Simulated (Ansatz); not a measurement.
# C2H5NSi: the cost of one run

Method: RKS B3LYP/def2-SVP, in Ansatz 0.2.0.

### 1 Starting point

Bond lengths: C1–N2 1.432 Å, N2–C3 1.224 Å, C3–Si4 1.775 Å, C1–H5 1.098 Å, C1–H6 1.091 Å, C1–H7 1.091 Å, Si4–H8 1.455 Å, Si4–H9 1.455 Å. Angles: C1–N2–C3 128.3°, N2–C1–H5 112.7°, N2–C1–H6 108.1°, N2–C1–H7 108.1°, H5–C1–H6 109.8°, H5–C1–H7 109.9°, H6–C1–H7 108.0°, N2–C3–Si4 154.3°, C3–Si4–H8 117.6°, C3–Si4–H9 117.4°, H8–Si4–H9 113.0°.

Coordinates:

```xyz
9

C    -0.6255    0.1536    1.5643
N    -0.2836    0.9959    0.4575
C     0.1739    0.6708   -0.6303
Si    0.7656   -0.4912   -1.8340
H    -0.4504   -0.9110    1.3579
H    -0.0318    0.4657    2.4244
H    -1.6771    0.3172    1.8030
H    -0.0607   -0.7225   -3.0093
H     2.1896   -0.4786   -2.1334
```

### 2 Relaxing end A

Input file input.yaml:

```yaml
crystal:
  periodic: [false, false, false]
  atoms:
    - { symbol: C, position_ang: [-0.6255, 0.15359, 1.56428] }
    - { symbol: "N", position_ang: [-0.28356, 0.99587, 0.4575] }
    - { symbol: C, position_ang: [0.17387, 0.67085, -0.63033] }
    - { symbol: Si, position_ang: [0.76558, -0.49118, -1.83399] }
    - { symbol: H, position_ang: [-0.45042, -0.91097, 1.35785] }
    - { symbol: H, position_ang: [-0.0318, 0.46574, 2.42442] }
    - { symbol: H, position_ang: [-1.67711, 0.3172, 1.80302] }
    - { symbol: H, position_ang: [-0.06071, -0.72252, -3.00931] }
    - { symbol: H, position_ang: [2.18964, -0.47858, -2.13344] }
basis:
  gaussian: { orbitals: def2-SVP }
hamiltonian:
  xc: b3lyp
relax:
  f_tol: 0.015
  max_steps: 40
output:
  orbitals: {}
```

Started as:

```console
$ ansatz run input.yaml --threads 1 --pin off --max-ram 2048MiB --backend cpu --events-out ev --progress --plain --runs-dir out
```

What time and memory should one allow on 1 thread of Intel Xeon Platinum 8559C (Emerald Rapids), shared host?

About 29 s, with a peak of 0.18 GiB.
